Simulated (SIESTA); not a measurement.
The system is NbTe.

```xyz
2
Lattice="3.7030 0.0000 0.0000 -1.8515 3.2069 0.0000 0.0000 0.0000 3.6942" Properties=species:S:1:pos:R:3 pbc="T T T"
Te    1.8515    1.0690    0.0000
Nb    0.0000    0.0000    1.8471
```

The cell comes from a database or a generator and needn't be the stable form of this composition.

Base run:

- Program: SIESTA 5.4.2
- Functional: revPBE
- Potentials or basis: PseudoDojo 0.4 standard (PBE files)
- Basis: DZP (energy shift 0.003 Ry; two zetas on semicore shells)
- Grid cutoff: 800 Ry
- Energy shift: 0.003 Ry
- k mesh: 8 × 8 × 7
- Occupations: fermi-dirac, width 0.05 eV
- Spin: no spin polarisation

Its results: band gap on the k mesh none (metal or under the smearing width); pressure 3.6 GPa.

Q: The run is repeated on the same cell with these changes: functional from revPBE to WC; potentials or basis from PseudoDojo 0.4 standard (PBE files) to PseudoDojo 0.4 standard (PBEsol files). What comes out?

A: Band gap on the k mesh none (metal or under the smearing width); pressure -1.8 GPa.

Caveats: the potentials were made for another functional, which shifts forces and pressure; spin-orbit coupling is left out, which moves the levels of the heavy elements; the basis of atomic orbitals isn't converged, which shifts pressures, moduli and gaps.
